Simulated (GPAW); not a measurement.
Runs of GPAW 26.7.0 on NaSb2Au. The structure is trigonal, space group P-3m1 (No. 164). Conventional cell: a = 4.357 Å, b = 4.357 Å, c = 6.818 Å, α = 90.00°, β = 90.00°, γ = 120.00°. Around Na (site symmetry -3m) lie 6 Sb at 3.31 Å and 2 Au at 3.41 Å. Around Sb (site symmetry 3m) lie 3 Au at 2.81 Å. Au (site symmetry -3m) has 6 Sb at 2.81 Å as nearest neighbours. The cell was built by a generator and needn't be a form met in nature.

```tsv
level	potentials or basis	pressure (GPa)	largest force (eV/Å)
LDA	the program's PAW data sets (release 1.2.1) made for this functional, pw	(b)	0.39
RPBE	the program's PAW data sets (release 1.2.1) made for this functional, pw	1.5	0.07
revPBE	the program's PAW data sets (release 1.2.1) made for this functional, pw	1.2	0.04
PBEsol	PAW data sets generated in the run's folder for this functional, pw	(c)	(a)
```

Alike in all rows: task band structure; no spin polarisation; cell as given; k mesh 5 × 5 × 3; cutoff (eV) 800; smearing fermi-dirac 0.05 eV.

Problem. Fill in the values left out.

Solution. (a) 0.29; (b) -4.0; (c) -2.4.

Caveats: with this Au data set, volumes or pressures lay over 1.5 % or 2 GPa off other programs in two to four cells of ten.

Runs at the PBE level aren't shown here.
